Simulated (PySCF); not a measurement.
# C5H8Se: the cost of one run

Programs: PySCF 2.14.0, with routines of our own; each step states its level. All values are computed. Atoms count from 0.

### 1 The starting structure

14 atoms, charge 0, multiplicity 1; geometry from: GFN2-xTB.

### 2 Geometry optimisation at PBE0-D3(BJ)/def2-SVP

The job: settings as JSON, then the geometry in Å.

```
{"job": {"xc": "PBE0", "basis": "def2-SVP", "d3": "d3bj", "grid": 2, "kind": "geom"}, "charge": 0, "multiplicity": 1}
C     -3.265851     0.067796     0.254612
C     -1.998988     0.409603     0.032021
C     -0.884700    -0.481088     0.229410
C      0.383023    -0.124635    -0.001154
Se     1.870114    -1.261812     0.241838
C      3.243977     0.023238    -0.294153
H     -4.077722     0.756223     0.097155
H     -3.529744    -0.917173     0.601903
H     -1.758694     1.406053    -0.317077
H     -1.109071    -1.480120     0.579926
H      0.639806     0.865801    -0.352566
H      3.068197     0.327713    -1.323383
H      3.212028     0.881215     0.373258
H      4.206946    -0.473287    -0.214120
```

Run with:

```bash
OMP_NUM_THREADS=1 python excited_run.py task.json out
```

One launch serves the whole session: the jobs run in the order shown.

**Question.** How long does this first job take on 1 thread of Arm Neoverse V1, shared host, and how much memory does it need?

About 39 s, with a peak of 0.75 GiB.
